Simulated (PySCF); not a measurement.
**H₁₁NOSi₄: electronic excitations**

Aim: predict the electronic excitations of H₁₁NOSi₄ (`[SiH3]N[SiH2]O[SiH2][SiH3]`).

The runs use PySCF 2.14.0, with density-fitted response routines of our own; the level of theory stands in each step. All values are computed, except where a source is named. Atoms count from 0, in the outputs and in this text.

### Step 1. Starting geometry

17 atoms, charge 0, multiplicity 1; geometry from: GFN2-xTB.

Bonds of the start (Å): Si0–N1 1.73, N1–Si2 1.73, Si2–O3 1.62, O3–Si4 1.63, Si4–Si5 2.30, Si0–H6 1.46, Si0–H7 1.47, Si0–H8 1.46, N1–H9 1.01, Si2–H10 1.46, Si2–H11 1.46, Si4–H12 1.47, Si4–H13 1.47, Si5–H14 1.47, Si5–H15 1.47, Si5–H16 1.47.

### Step 2. TDDFT and polarisability: CAM-B3LYP/def2-SVPD

The job: settings as JSON, then the geometry in Å.

```
{"job": {"kind": "uv", "xc": "CAM-B3LYP", "basis": "def2-SVPD", "nstates": 8, "ntriplets": 3}, "charge": 0, "multiplicity": 1}
Si    -2.903573    -0.699976    -0.425057
N     -1.371826    -0.214880     0.213255
Si    -0.809464     1.398491     0.461053
O      0.710259     1.299990     1.001555
Si     2.260741     0.827511     0.861087
Si     2.361289    -1.147236    -0.316910
H     -2.896633    -2.162647    -0.397593
H     -4.006319    -0.171373     0.386350
H     -3.015110    -0.171676    -1.784843
H     -0.853265    -0.928106     0.698713
H     -1.512249     2.107845     1.526754
H     -0.828784     2.090516    -0.823831
H      2.950336     1.962860     0.232694
H      2.689592     0.758311     2.263864
H      1.879758    -2.315702     0.438578
H      3.745594    -1.471971    -0.684734
H      1.592656    -1.149927    -1.568379
```

Method: TDDFT CAM-B3LYP/def2-SVPD, vertical, gas phase, core orbitals frozen in the response.

Run with:

```console
> OMP_NUM_THREADS=1 python probes_run.py task.json out
```

One launch serves the whole session: the jobs run in the order shown.

Predict these results of the whole session: lowest singlet (CAM-B3LYP/def2-SVPD); brightest single state of those computed; lowest triplet; surface potential, 1st and 99th percentile.

The runs gave:

```
                                quantity                        value
    lowest singlet (CAM-B3LYP/def2-SVPD)  6.23 eV (199 nm), f = 0.005
brightest single state of those computed  state 2, 6.53 eV, f = 0.031
                          lowest triplet                      5.85 eV
   surface potential, 1st and 99th percentile           -0.55 V and 1.68 V
```

What this shows: The first singlet state (HOMO→LUMO+1 0.74, HOMO→LUMO+2 0.08) lies at 6.23 eV and is weak; of the 8 states computed, the strongest absorption comes from states 5 to 6 together at 7.28 eV. The lowest triplet lies 0.38 eV below the lowest singlet (triplets in Tamm-Dancoff, singlets in full TDDFT).
